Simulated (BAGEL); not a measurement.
**HF/6-31G(d) (density fitting with qzvpp-jkfit, spherical functions) run of [CH4BCl2]− (SMILES C[BH-](Cl)Cl)**

Aim: the vertical ionisation energy of [CH4BCl2]− at HF/6-31G* (density fitting with qzvpp-jkfit, spherical functions), from 2 runs. 

Program for the calculation: BAGEL 1.2.2.

1 further run of the same task is left out (it didn't finish). Runs told in other sessions of the task aren't counted.

### Step 1. The system as given

[CH4BCl2]−: 8 atoms, total charge -1, spin state singlet. As SMILES, `C[BH-](Cl)Cl`. The coordinates come from a GFN2-xTB relaxation.

Bond lengths: C1–B2 1.622 Å, B2–Cl3 1.877 Å, B2–Cl4 1.873 Å, C1–H5 1.091 Å, C1–H6 1.091 Å, C1–H7 1.090 Å, B2–H8 1.196 Å. Some angles: C1–B2–Cl3 109.2°, C1–B2–Cl4 109.2°, Cl3–B2–Cl4 108.1°, C1–B2–H8 115.4°, Cl3–B2–H8 107.3°, Cl4–B2–H8 107.4°, B2–C1–H5 111.1°, B2–C1–H6 111.0°, B2–C1–H7 112.2°, H5–C1–H6 107.5°.

### Step 2. A single-point energy at HF/6-31G(d) (density fitting with qzvpp-jkfit, spherical functions)

Input file hf.json:

```json
{ "bagel" : [

{
  "title" : "molecule",
  "basis" : "6-31gs.json",
  "df_basis" : "qzvpp-jkfit",
  "angstrom" : true,
  "geometry" : [
    { "atom" : "C", "xyz" : [    0.065740,    0.882300,    0.005200 ] },
    { "atom" : "B", "xyz" : [   -0.213660,   -0.714990,    0.041560 ] },
    { "atom" : "Cl", "xyz" : [    0.968150,   -1.520830,    1.256410 ] },
    { "atom" : "Cl", "xyz" : [    0.113540,   -1.437760,   -1.655230 ] },
    { "atom" : "H", "xyz" : [   -0.600340,    1.381010,   -0.701090 ] },
    { "atom" : "H", "xyz" : [   -0.100030,    1.330850,    0.986080 ] },
    { "atom" : "H", "xyz" : [    1.088390,    1.114590,   -0.291780 ] },
    { "atom" : "H", "xyz" : [   -1.321790,   -1.035180,    0.358850 ] }
  ]
},
{
  "title" : "hf",
  "charge" : -1
},
{
  "title" : "print",
  "file" : "orbitals.molden",
  "orbitals" : true
}

]}
```

The basis set 6-31G* is read from a file made from the Basis Set Exchange's data (not shown).

Command:

```bash
$ BAGEL_NUM_THREADS=1 BAGEL hf.json > hf.out
```

Output:

```text
* using 1 threads per process

  ===============================================================
  ===============================================================

  *** Geometry ***

  { "atom" : "C", "xyz" : [      0.124231,      1.667305,      0.009827 ] },
  { "atom" : "B", "xyz" : [     -0.403759,     -1.351135,      0.078537 ] },
  { "atom" : "Cl", "xyz" : [      1.829538,     -2.873952,      2.374271 ] },
  { "atom" : "Cl", "xyz" : [      0.214560,     -2.716973,     -3.127931 ] },
  { "atom" : "H", "xyz" : [     -1.134478,      2.609731,     -1.324868 ] },
  { "atom" : "H", "xyz" : [     -0.189029,      2.514942,      1.863421 ] },
  { "atom" : "H", "xyz" : [      2.056759,      2.106270,     -0.551384 ] },
  { "atom" : "H", "xyz" : [     -2.497821,     -1.956207,      0.678128 ] },

  Number of auxiliary basis functions:      478

  Since a DF basis is specified, we compute 2- and 3-index integrals:
    o Being stored without compression. Storage requirement is 0.020 GB

  Number of basis functions:       72
  Number of electrons      :       49

    * METHOD: MOLECULE                             0.23

  *** RHF ***

  === Nuclear Repulsion ===
   186.8374739533

      * DIIS with orbital gradients will be used.

  === RHF iteration (6-31gs.json) ===
      0       -983.86180575          0.01306271           0.07
      1       -983.95619167          0.00457816           0.07
      2       -983.96705020          0.00126552           0.07
      3       -983.96798676          0.00020951           0.07
      4       -983.96802389          0.00005635           0.07
      5       -983.96802689          0.00001449           0.07
      6       -983.96802710          0.00000482           0.07
      7       -983.96802712          0.00000124           0.07
      8       -983.96802712          0.00000032           0.07
      9       -983.96802712          0.00000011           0.07
     10       -983.96802712          0.00000004           0.07
     11       -983.96802712          0.00000001           0.07
    * SCF iteration converged.

    * Permanent dipole moment:
           (   -0.031861,    -0.493170,     0.002068) a.u.

    * METHOD: HF                                   0.97

    * METHOD: PRINT                                0.01

  ===============================================================
```

Wall time 1.4 s (1 thread of Arm Neoverse V2, shared host).

### Step 3. Doublet neutral CH4BCl2

Input file hf.json:

```json
{ "bagel": [

{
  "title": "molecule",
  "basis": "6-31gs.json",
  "df_basis": "qzvpp-jkfit",
  "angstrom": true,
  "geometry": [
    { "atom": "C", "xyz": [    0.065740,    0.882300,    0.005200 ] },
    { "atom": "B", "xyz": [   -0.213660,   -0.714990,    0.041560 ] },
    { "atom": "Cl", "xyz": [    0.968150,   -1.520830,    1.256410 ] },
    { "atom": "Cl", "xyz": [    0.113540,   -1.437760,   -1.655230 ] },
    { "atom": "H", "xyz": [   -0.600340,    1.381010,   -0.701090 ] },
    { "atom": "H", "xyz": [   -0.100030,    1.330850,    0.986080 ] },
    { "atom": "H", "xyz": [    1.088390,    1.114590,   -0.291780 ] },
    { "atom": "H", "xyz": [   -1.321790,   -1.035180,    0.358850 ] }
  ]
},
{
  "title": "uhf",
  "nopen": 1
},
{
  "title": "print",
  "file": "orbitals.molden",
  "orbitals": true
}

]}
```

The basis set 6-31G* is read from a file made from the Basis Set Exchange's data (not shown).

Command:

```bash
$ BAGEL_NUM_THREADS=1 BAGEL hf.json > hf.out
```

Output:

```text
* using 1 threads per process

  ===============================================================
  ===============================================================

  *** Geometry ***

  { "atom" : "C", "xyz" : [      0.124231,      1.667305,      0.009827 ] },
  { "atom" : "B", "xyz" : [     -0.403759,     -1.351135,      0.078537 ] },
  { "atom" : "Cl", "xyz" : [      1.829538,     -2.873952,      2.374271 ] },
  { "atom" : "Cl", "xyz" : [      0.214560,     -2.716973,     -3.127931 ] },
  { "atom" : "H", "xyz" : [     -1.134478,      2.609731,     -1.324868 ] },
  { "atom" : "H", "xyz" : [     -0.189029,      2.514942,      1.863421 ] },
  { "atom" : "H", "xyz" : [      2.056759,      2.106270,     -0.551384 ] },
  { "atom" : "H", "xyz" : [     -2.497821,     -1.956207,      0.678128 ] },

  Number of auxiliary basis functions:      478

  Since a DF basis is specified, we compute 2- and 3-index integrals:
    o Being stored without compression. Storage requirement is 0.020 GB

  Number of basis functions:       72
  Number of electrons      :       49

    * METHOD: MOLECULE                             0.23

  *** Open-shell HF ***

  === Nuclear Repulsion ===
   186.8374739533

      * DIIS with orbital gradients will be used.

  === UHF iteration (6-31gs.json) ===
      0       -983.71302817          0.02171559           0.15
      1       -983.78486450          0.00786582           0.15
      2       -983.79351087          0.00310346           0.14
      3       -983.79513457          0.00086584           0.15
      4       -983.79549153          0.00030793           0.15
      5       -983.79556641          0.00019920           0.14
      6       -983.79565889          0.00018489           0.14
      7       -983.79570725          0.00018016           0.14
      8       -983.79577381          0.00017864           0.14
      9       -983.79591921          0.00017294           0.14
     10       -983.79607305          0.00016346           0.14
     11       -983.79628043          0.00015685           0.15
     12       -983.79651363          0.00012997           0.14
     13       -983.79673875          0.00009194           0.15
     14       -983.79683636          0.00005644           0.14
     15       -983.79685280          0.00003761           0.14
     16       -983.79684400          0.00007046           0.14
     17       -983.79685674          0.00001516           0.14
     18       -983.79685660          0.00001728           0.15
     19       -983.79685752          0.00000567           0.14
     20       -983.79685757          0.00000401           0.14
     21       -983.79685765          0.00000250           0.14
     22       -983.79685769          0.00000166           0.14
     23       -983.79685771          0.00000100           0.14
     24       -983.79685772          0.00000077           0.14
     25       -983.79685772          0.00000057           0.14
     26       -983.79685772          0.00000029           0.14
     27       -983.79685772          0.00000020           0.14
     28       -983.79685772          0.00000014           0.14
     29       -983.79685772          0.00000010           0.14
     30       -983.79685772          0.00000008           0.14
     31       -983.79685772          0.00000007           0.14
     32       -983.79685772          0.00000006           0.14
     33       -983.79685772          0.00000004           0.14
     34       -983.79685772          0.00000003           0.14
     35       -983.79685772          0.00000002           0.14
     36       -983.79685772          0.00000002           0.14
     37       -983.79685772          0.00000002           0.14
     38       -983.79685772          0.00000001           0.14
     39       -983.79685772          0.00000001           0.14
     40       -983.79685772          0.00000001           0.14
    * SCF iteration converged.

    * S^2 (UHF) is 0.7692

    * Permanent dipole moment:
           (    0.385907,    -1.296653,    -0.136777) a.u.

    * METHOD: UHF                                  6.04

    * METHOD: PRINT                                0.01

  ===============================================================
```

Wall time 6.6 s (1 thread of Arm Neoverse V2, shared host).

### Step 4. Outcome

Level: HF/6-31G* (density fitting with qzvpp-jkfit, spherical functions).

| quantity | value |
| --- | --- |
| singlet [CH4BCl2]−: total energy | -983.96803 Eh |
| singlet [CH4BCl2]−: HOMO energy | -5.49 eV |
| singlet [CH4BCl2]−: LUMO energy | 11.46 eV |
| singlet [CH4BCl2]−: HOMO–LUMO gap (to an unbound level, set by the basis) | 16.94 eV |
| doublet neutral CH4BCl2: total energy | -983.79686 Eh |
| doublet neutral CH4BCl2: dipole moment | 3.46 D |
| doublet neutral CH4BCl2: ⟨S²⟩ | 0.769 |
| vertical detachment energy (to the doublet neutral) | 4.658 eV |

What this shows: The vertical ionisation energy comes to 4.66 eV (449 kJ/mol). −ε(HOMO) before ionisation, 5.49 eV, is 0.83 eV above this ionisation energy.
